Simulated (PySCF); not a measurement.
# [Gd(H2O)2]3+: other functionals and bases at one geometry

The runs use PySCF 2.14.0; several levels, as the steps say, no spin–orbit coupling.

**1. Where the work starts**

7 atoms, charge 3, spin multiplicity 1.

Bond lengths: Gd1–O2 2.248 Å, Gd1–O5 2.248 Å, O2–H3 1.004 Å, O2–H4 1.003 Å, O5–H6 1.004 Å, O5–H7 1.003 Å. Angles: O2–Gd1–O5 114.2°, Gd1–O2–H3 127.6°, Gd1–O2–H4 129.7°, H3–O2–H4 102.7°, Gd1–O5–H6 127.5°, Gd1–O5–H7 129.9°, H6–O5–H7 102.7°.

Geometry (Å):

```xyz
7
GdH4O2
Gd    1.03205    0.19675   -0.00782
O    -0.16655    0.02897    1.88654
H     0.15921    0.14087    2.82968
H    -1.13927   -0.17895    2.01332
O    -0.16628   -0.10481   -1.88551
H     0.17660   -0.35712   -2.79499
H    -1.15265   -0.00948   -2.04122
```

Formal oxidation states: Gd +3. Each metal's 7 4f electrons lie in its core potential, so multiplicities, spins and levels count the valence alone. An earlier session relaxed this geometry at TPSS, Gd lcecp-1-SVP with ECP53, O def2-SVP, H def2-SVP (singlet, point group C1).

At TPSS on the finer grid: E = -187.467151 Eh, HOMO -24.71 eV, LUMO -19.31 eV, Mulliken charge on Gd1 +2.18 e, largest force component 0.013 eV/Å. 

Levels to run: TPSSh; BLYP; B3LYP; PBE0; TPSS, f-in-core-III/TZVP; PBE0, small-core/SVP. Hardware: 2 threads of AMD EPYC 9R45 (Zen 5), shared host.

**2. TPSSh**

Contents of run.py (the lines that set the calculation):

```python
mol = gto.M(atom='''
Gd     1.03205     0.19675    -0.00782
O     -0.16655     0.02897     1.88654
H      0.15921     0.14087     2.82968
H     -1.13927    -0.17895     2.01332
O     -0.16628    -0.10481    -1.88551
H      0.17660    -0.35712    -2.79499
H     -1.15265    -0.00948    -2.04122''',
    basis={'Gd': 'lcecp-1-SVP', 'O': 'def2-SVP', 'H': 'def2-SVP'},
    ecp={'Gd': 'lcecp-1-SVP'},
    charge=3, spin=0)
mf = dft.RKS(mol, xc='TPSSH')
mf.grids.atom_grid = (75, 302)  # f atoms: unpruned, at least (60, 302)
mf = mf.density_fit()  # fitting sets: Gd AutoAux, O def2-universal-JKFIT, H def2-universal-JKFIT
mf.conv_tol = 1e-08; mf.max_cycle = 55
mf.kernel(dm0)  # dm0: the density of the relaxed state
```

The run is started by

```bash
$ OMP_NUM_THREADS=2 python run.py
```

**Question.** How long does this run take on 2 threads of AMD EPYC 9R45 (Zen 5), shared host?

About 2.6 s.
